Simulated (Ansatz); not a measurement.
**One shape, several levels: doublet [GeH2Cl2]−**

Aim: a comparison of 6 runs (UHF/3-21G, U-wB97M-V/def2-SVPD, U-wB97X/def2-SVPD, UBHLYP/def2-SVPD, UCAM-B3LYP/def2-SVPD, UMP2/def2-SVPD) of doublet [GeH2Cl2]−. 

Program for the calculation: Ansatz 0.2.0.

38 further runs of the same task are left out: 2 that didn't finish, 36 set aside as unsound or not needed. Runs told in other sessions of the task aren't counted.

### 1 The structure to begin with

[GeH2Cl2]− has 5 atoms, charge -1, and is taken as a doublet. As SMILES of the parent species, `[Cl][GeH2][Cl]`. Geometry: relaxed at PBE0-D4/def2-TZVP. That shape belongs to the parent species and isn't relaxed for this state.

Bond lengths: Cl1–Ge2 2.140 Å, Ge2–Cl3 2.140 Å, Ge2–H4 1.528 Å, Ge2–H5 1.528 Å. Angles: Cl1–Ge2–Cl3 108.2°, Cl1–Ge2–H4 108.2°, Cl1–Ge2–H5 108.2°, Cl3–Ge2–H4 108.2°, Cl3–Ge2–H5 108.2°, H4–Ge2–H5 115.8°.

### 2 A single-point energy at UHF/3-21G (run 1)

File molecule.yaml:

```yaml
crystal:
  periodic: [false, false, false]
  atoms:
    - symbol: Cl
      position_ang: [-1.771500, -0.157700, 0.977200]
    - symbol: Ge
      position_ang: [0.027400, 0.080300, -0.156400]
    - symbol: Cl
      position_ang: [1.579400, -1.030200, 0.811000]
    - symbol: H
      position_ang: [-0.198900, -0.525000, -1.541400]
    - symbol: H
      position_ang: [0.413600, 1.558900, -0.131900]
basis:
  gaussian:
    orbitals: 3-21G-spherical.json
total_charge: -1
magnetization:
  spin_polarized: true
  initial_magnetization: 1
hamiltonian:
  xc: hf
accuracy: high
output: {orbitals: {seedname: orbitals}}
```

The basis set 3-21G is read from a file made from the Basis Set Exchange's data (not shown).

Launch:

```bash
$ ansatz run molecule.yaml --threads 1 --pin off --max-ram 3480MiB --events-out events.jsonl --progress --plain --runs-dir runs
```

What it wrote:

```text
Warning: RAYON_NUM_THREADS=1 ignored (pool sized by the plan → 1); use --threads N
Functional definition: HF
  name "HF"
  exchange = exact_x
  correlation = 0
997 factors; integrals over basis functions are off by at most 4.4e-9 eV
mean field evaluation 1: about -81118.7853 eV, gradient 8.6e0 eV
mean field evaluation 2: about -81118.8071 eV, gradient 8.6e0 eV
mean field evaluation 4: about -81119.5629 eV, gradient 7.6e-1 eV
mean field evaluation 8: about -81119.5827 eV, gradient 2.7e-3 eV
mean field evaluation 16: about -81119.4418 eV, gradient 2.7e0 eV
mean field evaluation 32: about -81119.4418 eV, gradient 2.7e0 eV
mean field evaluation 64: about -81119.4752 eV, gradient 1.1e0 eV
mean field -81119.58272514 eV, -2981.0896803208 hartree, gradient 2.1e-8 eV, S^2 0.756572; 2 other end points of the search recorded, 0 dependent functions left out
reference -81119.58272514 eV, -2981.0896803208 hartree; 35, 34 occupied and 17, 18 virtual orbitals, 997 factors
Total energy: -81119.58272514 eV, -2981.0896803208 hartree
```

Run time: 2.6 s. Hardware: 1 thread of Arm Neoverse V1, shared host; peak memory 0.18 GiB.

### 3 A single-point energy at U-wB97M-V/def2-SVPD (run 2)

File job.yaml:

```yaml
crystal:
  periodic: [false, false, false]
  atoms:
    - {symbol: Cl, position_ang: [-1.771500, -0.157700, 0.977200]}
    - {symbol: Ge, position_ang: [0.027400, 0.080300, -0.156400]}
    - {symbol: Cl, position_ang: [1.579400, -1.030200, 0.811000]}
    - {symbol: H, position_ang: [-0.198900, -0.525000, -1.541400]}
    - {symbol: H, position_ang: [0.413600, 1.558900, -0.131900]}
basis:
  gaussian:
    orbitals: def2-SVPD
total_charge: -1
magnetization:
  spin_polarized: true
  initial_magnetization: 1
hamiltonian:
  xc: {name: wB97M-V}
accuracy: high
output: {orbitals: {seedname: orbitals}}
```

Launch:

```bash
$ ansatz run job.yaml --threads 1 --pin off --max-ram 3480MiB --events-out events.jsonl --progress --plain --runs-dir runs
```

What it wrote, cut to the lines that bear on the results:

```text
Warning: RAYON_NUM_THREADS=1 ignored (pool sized by the plan → 1); use --threads N
Functional definition: wB97M-V
  name "wB97M-V"
[...]
  gx(w, u) = 1 - cx + cx01*u + cx10*w
  gss(w, u) = css00 + css04*u^4 + css10*w + css20*w^2 + css43*w^4*u^3
  gos(w, u) = cos00 + cos10*w + (cos20 + cos21*u)*w^2 + (cos60 + cos61*u)*w^6
[...]
      + integral(e_c_pw_mod_opposite_spin*gos(b97_w_opposite, b97_u_opposite)) + vv10(b, c)
2033 factors; integrals over basis functions are off by at most 4.6e-9 eV
485 factors; integrals over basis functions are off by at most 1.9e-9 eV
[...]
mean field -81578.56318863 eV, -2997.9569012459 hartree, gradient 6.6e-8 eV, S^2 0.751549; 4 other end points of the search recorded, 0 dependent functions left out
reference -81578.56319120 eV, -2997.9569013403 hartree; 35, 34 occupied and 73, 74 virtual orbitals, 2033 factors
Total energy: -81578.56319120 eV, -2997.9569013403 hartree
```

It took 4.9 min on 1 thread of Arm Neoverse V1, shared host; peak memory 1.2 GiB.

Runs 3 to 4 aren't shown in full; the table further down has their settings and results.

### 4 A single-point energy at UCAM-B3LYP/def2-SVPD (run 5)

File molecule.yaml:

```yaml
basis:
  gaussian:
    orbitals: def2-SVPD
crystal:
  periodic: [false, false, false]
  atoms:
    - {symbol: Cl, position_ang: [-1.771500, -0.157700, 0.977200]}
    - {symbol: Ge, position_ang: [0.027400, 0.080300, -0.156400]}
    - {symbol: Cl, position_ang: [1.579400, -1.030200, 0.811000]}
    - {symbol: H, position_ang: [-0.198900, -0.525000, -1.541400]}
    - {symbol: H, position_ang: [0.413600, 1.558900, -0.131900]}
total_charge: -1
magnetization:
  spin_polarized: true
  initial_magnetization: 1
hamiltonian:
  xc: {name: CAM-B3LYP}
accuracy: high
output:
  orbitals: {seedname: orbitals}
```

Launch:

```bash
$ ansatz run molecule.yaml --threads 1 --pin off --max-ram 3480MiB --events-out events.jsonl --progress --plain --runs-dir runs
```

What it wrote, cut to the lines that bear on the results:

```text
Warning: RAYON_NUM_THREADS=1 ignored (pool sized by the plan → 1); use --threads N
Functional definition: CAM-B3LYP
  name "CAM-B3LYP"
[...]
2033 factors; integrals over basis functions are off by at most 4.6e-9 eV
528 factors; integrals over basis functions are off by at most 2.0e-9 eV
[...]
mean field -81586.93476526 eV, -2998.2645510125 hartree, gradient 5.6e-8 eV, S^2 0.751956; 6 other end points of the search recorded, 0 dependent functions left out
reference -81586.93478036 eV, -2998.2645515675 hartree; 35, 34 occupied and 73, 74 virtual orbitals, 2033 factors
Total energy: -81586.93478036 eV, -2998.2645515675 hartree
```

Run time: 38 s. Hardware: 1 thread of Arm Neoverse V1, shared host; peak memory 0.7 GiB.

### 5 A single-point energy at UMP2/def2-SVPD (run 6)

Changes to molecule.yaml since step 4:

```diff
@@ -1,4 +1 @@
-basis:
-  gaussian:
-    orbitals: def2-SVPD
 crystal:
@@ -11,2 +8,5 @@
     - {symbol: H, position_ang: [0.413600, 1.558900, -0.131900]}
+basis:
+  gaussian:
+    orbitals: def2-SVPD
 total_charge: -1
@@ -15,6 +15,5 @@
   initial_magnetization: 1
-hamiltonian:
-  xc: {name: CAM-B3LYP}
+correlation:
+  method: mp2
+  frozen_orbitals: {Cl: 5, Ge: 9, H: 0}
 accuracy: high
-output:
-  orbitals: {seedname: orbitals}
```

Launch:

```bash
$ ansatz run molecule.yaml --threads 1 --pin off --max-ram 3480MiB --events-out events.jsonl --progress --plain --runs-dir runs
```

What it wrote, cut to the lines that bear on the results:

```text
Warning: RAYON_NUM_THREADS=1 ignored (pool sized by the plan → 1); use --threads N
Functional definition: HF
  name "HF"
[...]
2033 factors; integrals over basis functions are off by at most 4.6e-9 eV
[...]
mean field -81498.54779753 eV, -2995.0163898594 hartree, gradient 4.3e-8 eV, S^2 0.752624; 11 other end points of the search recorded, 0 dependent functions left out
19 core orbitals not correlated: weight in the atoms' cores, before any rotation towards them, 1.000 or more for the frozen orbitals, at most 0.000 for the correlated occupied ones
reference -81498.54779753 eV, -2995.0163898594 hartree; 16, 15 occupied and 73, 74 virtual orbitals, 2033 factors
second order -14.68501095 eV of doubles, -0.00000000 eV of singles
Total energy: -81513.23280847 eV, -2995.5560540578 hartree
```

Run time: 25 s. Hardware: 1 thread of Arm Neoverse V1, shared host; peak memory 0.66 GiB.

### 6 All runs side by side

```
run                 level  frozen core orbitals   energy (Eh)  HOMO energy (eV)  LUMO energy (eV)   ⟨S²⟩  wall time
  1             UHF/3-21G                     –  -2981.089680              1.57              8.04  0.757      2.6 s
  2   U-wB97M-V/def2-SVPD                     –  -2997.956901              0.82              4.94  0.752    4.9 min
  3     U-wB97X/def2-SVPD                     –  -2998.154470              0.88              5.54  0.752    2.4 min
  4      UBHLYP/def2-SVPD                     –  -2998.094313              1.83              4.39  0.752       28 s
  5  UCAM-B3LYP/def2-SVPD                     –  -2998.264552              1.40              4.56  0.752       38 s
  6        UMP2/def2-SVPD                    19  -2995.556054                 –                 –  0.753       25 s
```

### 7 Summary of results

| quantity | value |
| --- | --- |
| run 6: total energy | -2995.55605 Eh |
| run 6: correlation energy (19 core orbitals frozen) | -539.7 mEh |
| run 6: ⟨S²⟩ of the reference determinant | 0.753 |

What this shows: Totals of different functionals can't be ranked against each other. In runs 1, 2, 3, 4, 5 the HOMO lies above zero, from self-interaction, a short basis or an electron that isn't bound. All runs together took 8.9 min, the longest 4.9 min.
